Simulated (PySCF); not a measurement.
# HF/ccECP-cc-pVTZ (core potential) run of BGeH3ClF (SMILES F[B](Cl)[GeH3])

Aim: the energy difference between two shapes of BGeH3ClF at HF/ccECP-cc-pVTZ (core potential), from 2 runs. The job is set up through an ASE script.

Program for the calculation: PySCF 2.14.0.

2 further runs of the same task are left out: 2 set aside as unsound or not needed.

## Step 1: The structure to begin with

BGeH3ClF: 7 atoms, total charge 0, spin state singlet. SMILES: `F[B](Cl)[GeH3]`. The shape is that of a PBE0-D4/def2-TZVP optimisation.

Bond lengths: F1–B2 1.315 Å, B2–Cl3 1.753 Å, B2–Ge4 2.074 Å, Ge4–H5 1.536 Å, Ge4–H6 1.536 Å, Ge4–H7 1.536 Å. Angles: F1–B2–Cl3 117.1°, F1–B2–Ge4 122.0°, Cl3–B2–Ge4 120.8°, B2–Ge4–H5 111.7°, B2–Ge4–H6 109.3°, B2–Ge4–H7 109.3°, H5–Ge4–H6 109.2°, H5–Ge4–H7 109.2°, H6–Ge4–H7 108.1°.

## Step 2: The energy at HF/ccECP-cc-pVTZ (core potential)

Input file input.py:

```python
import pyscf.grad
from pyscf import gto, scf
from pyscf.pbc.tools.pyscf_ase import PySCF, ase_atoms_to_pyscf
from ase import Atoms

atoms = Atoms(['F', 'B', 'Cl', 'Ge', 'H', 'H', 'H'], positions=[
    [1.459300, -1.647100, 0.372000],
    [0.276900, -1.076100, 0.436100],
    [-0.998600, -1.967600, 1.242900],
    [-0.084700, 0.798500, -0.374700],
    [1.173300, 1.386400, -1.030300],
    [-0.565600, 1.746300, 0.734800],
    [-1.199400, 0.691500, -1.426500],
])

mol = gto.M(
    atom=ase_atoms_to_pyscf(atoms),
    max_memory=1860,
    charge=0,
    verbose=4,
    basis='ccecp-cc-pvtz',
    ecp={'F': 'ccecp', 'B': 'ccecp', 'Cl': 'ccecp', 'Ge': 'ccecp', 'H': 'ccecp'},
)

myscf = scf.RHF(mol)
atoms.calc = PySCF(method=myscf)

e_ev = atoms.get_potential_energy()
print('energy %.6f eV' % e_ev)
```

The run is started by

```
$ OMP_NUM_THREADS=1 python input.py
```

Standard output:

```text
PySCF version 2.14.0

[INPUT] num. atoms = 7
[INPUT] num. electrons = 24
[INPUT] charge = 0
[INPUT] spin (= nelec alpha-beta = 2S) = 0
[INPUT] symmetry False subgroup None
[INPUT] Mole.unit = angstrom
[INPUT] Symbol           X                Y                Z      unit          X                Y                Z       unit  Magmom
[INPUT]  1 F      1.459300000000  -1.647100000000   0.372000000000 AA    2.757677333578  -3.112567899771   0.702978118338 Bohr   0.0
[INPUT]  2 B      0.276900000000  -1.076100000000   0.436100000000 AA    0.523265163892  -2.033534282644   0.824109562923 Bohr   0.0
[INPUT]  3 Cl    -0.998600000000  -1.967600000000   1.242900000000 AA   -1.887080507991  -3.718225122694   2.348740600222 Bohr   0.0
[INPUT]  4 Ge    -0.084700000000   0.798500000000  -0.374700000000 AA   -0.160059802751   1.508946310465  -0.708080378875 Bohr   0.0
[INPUT]  5 H      1.173300000000   1.386400000000  -1.030300000000 AA    2.217215661952   2.619916299097  -1.946984826139 Bohr   0.0
[INPUT]  6 H     -0.565600000000   1.746300000000   0.734800000000 AA   -1.068829096054   3.300028731328   1.388570756330 Bohr   0.0
[INPUT]  7 H     -1.199400000000   0.691500000000  -1.426500000000 AA   -2.266537513803   1.306745615137  -2.695694316692 Bohr   0.0

nuclear repulsion = 49.2409154206456
number of shells = 54
number of NR pGTOs = 315
number of NR cGTOs = 158
basis = ccecp-cc-pvtz
ecp = {'F': 'ccecp', 'B': 'ccecp', 'Cl': 'ccecp', 'Ge': 'ccecp', 'H': 'ccecp'}
Create scanner for <class 'pyscf.scf.hf.RHF'>
New geometry
   1 F      1.459300000000  -1.647100000000   0.372000000000 AA    2.757677333578  -3.112567899771   0.702978118338 Bohr
   2 B      0.276900000000  -1.076100000000   0.436100000000 AA    0.523265163892  -2.033534282644   0.824109562923 Bohr
   3 Cl    -0.998600000000  -1.967600000000   1.242900000000 AA   -1.887080507991  -3.718225122694   2.348740600222 Bohr
   4 Ge    -0.084700000000   0.798500000000  -0.374700000000 AA   -0.160059802751   1.508946310465  -0.708080378875 Bohr
   5 H      1.173300000000   1.386400000000  -1.030300000000 AA    2.217215661952   2.619916299097  -1.946984826139 Bohr
   6 H     -0.565600000000   1.746300000000   0.734800000000 AA   -1.068829096054   3.300028731328   1.388570756330 Bohr
   7 H     -1.199400000000   0.691500000000  -1.426500000000 AA   -2.266537513803   1.306745615137  -2.695694316692 Bohr

******** <class 'pyscf.scf.hf.RHF_Scanner'> ********
method = RHF_Scanner
initial guess = minao
damping factor = 0
level_shift factor = 0
DIIS = <class 'pyscf.scf.diis.CDIIS'>
diis_start_cycle = 1
diis_space = 8
diis_damp = 0
SCF conv_tol = 1e-09
SCF conv_tol_grad = None
SCF max_cycles = 50
direct_scf = True
direct_scf_tol = 1e-13
Set gradient conv threshold to 3.16228e-05
Initial guess from minao.
init E= -46.631514392978
  HOMO = -0.328855009860668  LUMO = 0.00720128718985102  gap/eV = 9.14456
cycle= 1 E= -46.9270516363061  delta_E= -0.296  |g|= 0.481  |ddm|= 4.09
  HOMO = -0.442947839939053  LUMO = 0.0367697256413717  gap/eV = 13.05378
cycle= 2 E= -46.9789022121343  delta_E= -0.0519  |g|= 0.278  |ddm|= 1.04
  HOMO = -0.422627868748642  LUMO = 0.0675565828391407  gap/eV = 13.33860
cycle= 3 E= -46.9929362152226  delta_E= -0.014  |g|= 0.0475  |ddm|= 0.325
  HOMO = -0.421995934604035  LUMO = 0.0735091237569843  gap/eV = 13.48338
cycle= 4 E= -46.9940559901427  delta_E= -0.00112  |g|= 0.0117  |ddm|= 0.12
  HOMO = -0.424630699277488  LUMO = 0.0715634021451002  gap/eV = 13.50213
cycle= 5 E= -46.9941222718224  delta_E= -6.63e-05  |g|= 0.0034  |ddm|= 0.028
  HOMO = -0.42466687114068  LUMO = 0.0718744266861324  gap/eV = 13.51158
cycle= 6 E= -46.9941297207448  delta_E= -7.45e-06  |g|= 0.000854  |ddm|= 0.00934
  HOMO = -0.424660134784143  LUMO = 0.0718876804964463  gap/eV = 13.51175
cycle= 7 E= -46.9941302555744  delta_E= -5.35e-07  |g|= 0.000212  |ddm|= 0.00256
  HOMO = -0.424652553496114  LUMO = 0.0718972292821711  gap/eV = 13.51181
cycle= 8 E= -46.9941302946836  delta_E= -3.91e-08  |g|= 5.86e-05  |ddm|= 0.000672
  HOMO = -0.424655545949096  LUMO = 0.0718917045688536  gap/eV = 13.51174
cycle= 9 E= -46.9941302978296  delta_E= -3.15e-09  |g|= 1.55e-05  |ddm|= 0.000203
  HOMO = -0.424652591536617  LUMO = 0.0718922041378394  gap/eV = 13.51167
cycle= 10 E= -46.9941302980408  delta_E= -2.11e-10  |g|= 3.79e-06  |ddm|= 5.74e-05
  HOMO = -0.424653230412912  LUMO = 0.0718917866367064  gap/eV = 13.51168
Extra cycle  E= -46.9941302980517  delta_E= -1.09e-11  |g|= 1.74e-06  |ddm|= 8.76e-06
converged SCF energy = -46.9941302980517
energy -1278.775420 eV
```

Run time: 67 s. Hardware: 1 thread of Intel Xeon at 2.50GHz (Skylake/Cascade Lake), shared host; peak memory 0.91 GiB.

## Step 3: The distorted shape

Input file input.py:

```python
import pyscf.grad
from pyscf import gto, scf
from pyscf.pbc.tools.pyscf_ase import PySCF, ase_atoms_to_pyscf
from ase import Atoms

atoms = Atoms(['F', 'B', 'Cl', 'Ge', 'H', 'H', 'H'], positions=[
    [1.452537, -1.643086, 0.372818],
    [0.303017, -1.070418, 0.438634],
    [-1.002463, -1.946032, 1.271613],
    [-0.087863, 0.827977, -0.384276],
    [1.169361, 1.374133, -1.062685],
    [-0.586036, 1.763082, 0.758780],
    [-1.238142, 0.672485, -1.425764],
])

mol = gto.M(
    atom=ase_atoms_to_pyscf(atoms),
    ecp='ccecp',
    max_memory=1860,
    basis='ccecp-cc-pvtz',
    verbose=4,
)

mf = scf.RHF(mol)
atoms.calc = PySCF(method=mf)

e_ev = atoms.get_potential_energy()
print('energy %.6f eV' % e_ev)
```

The run is started by

```
$ OMP_NUM_THREADS=1 python input.py
```

Standard output:

```text
PySCF version 2.14.0

[INPUT] num. atoms = 7
[INPUT] num. electrons = 24
[INPUT] charge = 0
[INPUT] spin (= nelec alpha-beta = 2S) = 0
[INPUT] symmetry False subgroup None
[INPUT] Mole.unit = angstrom
[INPUT] Symbol           X                Y                Z      unit          X                Y                Z       unit  Magmom
[INPUT]  1 F      1.452537000000  -1.643086000000   0.372818000000 AA    2.744897115797  -3.104982539107   0.704523914308 Bohr   0.0
[INPUT]  2 B      0.303017000000  -1.070418000000   0.438634000000 AA    0.572619141087  -2.022796858805   0.828898128922 Bohr   0.0
[INPUT]  3 Cl    -1.002463000000  -1.946032000000   1.271613000000 AA   -1.894380520010  -3.677467509640   2.403000306437 Bohr   0.0
[INPUT]  4 Ge    -0.087863000000   0.827977000000  -0.384276000000 AA   -0.166037006483   1.564649767439  -0.726176396243 Bohr   0.0
[INPUT]  5 H      1.169361000000   1.374133000000  -1.062685000000 AA    2.209772030748   2.596735028727  -2.008183606683 Bohr   0.0
[INPUT]  6 H     -0.586036000000   1.763082000000   0.758780000000 AA   -1.107447539136   3.331742115150   1.433886388797 Bohr   0.0
[INPUT]  7 H     -1.238142000000   0.672485000000  -1.425764000000 AA   -2.339749283321   1.270812472878  -2.694303478264 Bohr   0.0

nuclear repulsion = 49.1476252322432
number of shells = 54
number of NR pGTOs = 315
number of NR cGTOs = 158
basis = ccecp-cc-pvtz
ecp = ccecp
Create scanner for <class 'pyscf.scf.hf.RHF'>
New geometry
   1 F      1.452537000000  -1.643086000000   0.372818000000 AA    2.744897115797  -3.104982539107   0.704523914308 Bohr
   2 B      0.303017000000  -1.070418000000   0.438634000000 AA    0.572619141087  -2.022796858805   0.828898128922 Bohr
   3 Cl    -1.002463000000  -1.946032000000   1.271613000000 AA   -1.894380520010  -3.677467509640   2.403000306437 Bohr
   4 Ge    -0.087863000000   0.827977000000  -0.384276000000 AA   -0.166037006483   1.564649767439  -0.726176396243 Bohr
   5 H      1.169361000000   1.374133000000  -1.062685000000 AA    2.209772030748   2.596735028727  -2.008183606683 Bohr
   6 H     -0.586036000000   1.763082000000   0.758780000000 AA   -1.107447539136   3.331742115150   1.433886388797 Bohr
   7 H     -1.238142000000   0.672485000000  -1.425764000000 AA   -2.339749283321   1.270812472878  -2.694303478264 Bohr

******** <class 'pyscf.scf.hf.RHF_Scanner'> ********
method = RHF_Scanner
initial guess = minao
damping factor = 0
level_shift factor = 0
DIIS = <class 'pyscf.scf.diis.CDIIS'>
diis_start_cycle = 1
diis_space = 8
diis_damp = 0
SCF conv_tol = 1e-09
SCF conv_tol_grad = None
SCF max_cycles = 50
direct_scf = True
direct_scf_tol = 1e-13
Set gradient conv threshold to 3.16228e-05
[... 1 set-up line as earlier in the session ...]
init E= -46.6160468722709
  HOMO = -0.321224040491231  LUMO = 0.0105434968879115  gap/eV = 9.02785
cycle= 1 E= -46.927666458684  delta_E= -0.312  |g|= 0.474  |ddm|= 4.06
  HOMO = -0.434720896634109  LUMO = 0.040351733223285  gap/eV = 12.92738
cycle= 2 E= -46.9792763046683  delta_E= -0.0516  |g|= 0.265  |ddm|= 1.03
  HOMO = -0.414948792682025  LUMO = 0.0700584550817573  gap/eV = 13.19772
cycle= 3 E= -46.9923351682607  delta_E= -0.0131  |g|= 0.0473  |ddm|= 0.316
  HOMO = -0.414932268989131  LUMO = 0.0753317740874964  gap/eV = 13.34076
cycle= 4 E= -46.9934348226331  delta_E= -0.0011  |g|= 0.0115  |ddm|= 0.118
  HOMO = -0.417400086758508  LUMO = 0.0735898906571639  gap/eV = 13.36052
cycle= 5 E= -46.9934992877263  delta_E= -6.45e-05  |g|= 0.00342  |ddm|= 0.0273
  HOMO = -0.417434550980685  LUMO = 0.0738966144109459  gap/eV = 13.36980
cycle= 6 E= -46.9935070258694  delta_E= -7.74e-06  |g|= 0.000876  |ddm|= 0.00974
  HOMO = -0.417442718080004  LUMO = 0.0739014097388357  gap/eV = 13.37015
cycle= 7 E= -46.9935075980406  delta_E= -5.72e-07  |g|= 0.00023  |ddm|= 0.00267
  HOMO = -0.417427673761152  LUMO = 0.073915345858885  gap/eV = 13.37012
cycle= 8 E= -46.9935076446192  delta_E= -4.66e-08  |g|= 6.6e-05  |ddm|= 0.000731
  HOMO = -0.41743193811121  LUMO = 0.0739092098963121  gap/eV = 13.37007
cycle= 9 E= -46.9935076487187  delta_E= -4.1e-09  |g|= 1.7e-05  |ddm|= 0.000231
  HOMO = -0.417428474571651  LUMO = 0.0739097429617808  gap/eV = 13.36999
cycle= 10 E= -46.9935076489839  delta_E= -2.65e-10  |g|= 3.92e-06  |ddm|= 6.46e-05
  HOMO = -0.417429137163113  LUMO = 0.0739093317772894  gap/eV = 13.37000
Extra cycle  E= -46.9935076489951  delta_E= -1.13e-11  |g|= 1.78e-06  |ddm|= 9.08e-06
converged SCF energy = -46.9935076489951
energy -1278.758477 eV
```

It took 41 s on 1 thread of Intel Xeon at 2.50GHz (Skylake/Cascade Lake), shared host; peak memory 0.71 GiB.

## Step 4: What came out

At HF/ccECP-cc-pVTZ (core potential):

| quantity | value |
| --- | --- |
| first shape: total energy | -46.99413 Eh |
| first shape: dipole moment | 0.82 D |
| first shape: HOMO energy | -11.56 eV |
| first shape: LUMO energy | 1.96 eV |
| first shape: HOMO–LUMO gap | 13.51 eV |
| distorted shape: total energy | -46.99351 Eh |
| distorted shape: dipole moment | 1.02 D |
| distorted shape: HOMO energy | -11.36 eV |
| distorted shape: LUMO energy | 2.01 eV |
| distorted shape: HOMO–LUMO gap | 13.37 eV |
| energy change with the atoms displaced | 0.017 eV |

What this shows: With the atoms displaced the energy rises by 0.02 eV (1.6 kJ/mol). The first shape isn't relaxed at this level, so the change isn't measured from a minimum. Mulliken charges (distorted shape) run from -0.23 on Cl3 to +0.46 on B2.
